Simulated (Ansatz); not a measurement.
# AlH7O2Si2: the cost of one run

All numbers below are computed with Ansatz 0.2.0 (RKS PBE0-D4/6-31G*).

## Step 1: Starting point

Bond lengths: Al1–O2 1.980 Å, Al1–Si3 2.516 Å, O2–Si3 1.680 Å, Si3–H4 1.460 Å, Si3–H5 1.460 Å, Si3–H6 1.460 Å, Al1–H7 1.760 Å, Al1–O8 1.780 Å, O8–Si9 1.680 Å, Si9–H10 1.460 Å, Si9–H11 1.460 Å, Si9–H12 1.460 Å. Angles (14 of 24 angles, heavy atoms first): Al1–O2–Si3 86.4°, O2–Al1–Si3 41.8°, O2–Al1–O8 159.9°, Si3–Al1–O8 118.6°, Al1–Si3–O2 51.8°, Al1–O8–Si9 125.0°, O2–Al1–H7 42.8°, Si3–Al1–H7 83.8°, H7–Al1–O8 157.3°, Al1–Si3–H4 65.6°, Al1–Si3–H5 150.2°, Al1–Si3–H6 99.4°, O2–Si3–H4 109.5°, O2–Si3–H5 109.5°.

Coordinates:

```xyz
12

Al    0.0000    0.0000    0.0000
O     1.2704    0.0000    1.5187
Si   -0.0443   -0.4067    2.4823
H    -0.9686   -1.2403    1.7191
H     0.4198   -1.1432    3.6544
H    -0.7283    0.8095    2.9120
H     1.7458    0.0000    0.2228
O    -1.5415    0.0000   -0.8900
Si   -2.6907   -1.2238   -0.8267
H    -2.2881   -2.2198    0.1620
H    -3.9833   -0.6595   -0.4496
H    -2.8007   -1.8572   -2.1376
```

## Step 2: Pulling towards end A

Springs on the bonds that form and break draw the guess towards this end; the thresholds are loose.

Input file input.yaml:

```yaml
crystal:
  periodic: [false, false, false]
  atoms:
    - { symbol: Al, position_ang: [0.0, 0.0, 0.0] }
    - { symbol: O, position_ang: [1.2704, 0.0, 1.5187] }
    - { symbol: Si, position_ang: [-0.0443, -0.4067, 2.4823] }
    - { symbol: H, position_ang: [-0.9686, -1.2403, 1.7191] }
    - { symbol: H, position_ang: [0.4198, -1.1432, 3.6544] }
    - { symbol: H, position_ang: [-0.7283, 0.8095, 2.912] }
    - { symbol: H, position_ang: [1.7458, 0.0, 0.2228] }
    - { symbol: O, position_ang: [-1.5415, 0.0, -0.89] }
    - { symbol: Si, position_ang: [-2.6907, -1.2238, -0.8267] }
    - { symbol: H, position_ang: [-2.2881, -2.2198, 0.162] }
    - { symbol: H, position_ang: [-3.9833, -0.6595, -0.4496] }
    - { symbol: H, position_ang: [-2.8007, -1.8572, -2.1376] }
basis:
  gaussian: { orbitals: "6-31G*" }
hamiltonian:
  xc: pbe0
  dispersion: d4
relax:
  f_tol: 0.15
  max_steps: 25
  restrain:
    - { distance: [1, 6], at: 2.21, k: 30.0 }
    - { distance: [0, 1], at: 1.78, k: 30.0 }
    - { distance: [0, 6], at: 1.56, k: 30.0 }
```

The run is started by

```bash
ansatz run input.yaml --threads 2 --pin off --max-ram 3072MiB --backend cpu --events-out ev --progress --plain --runs-dir out
```

What time and memory should one allow on 2 threads of Arm Neoverse V1, shared host?

About 42 s, with a peak of 0.23 GiB.
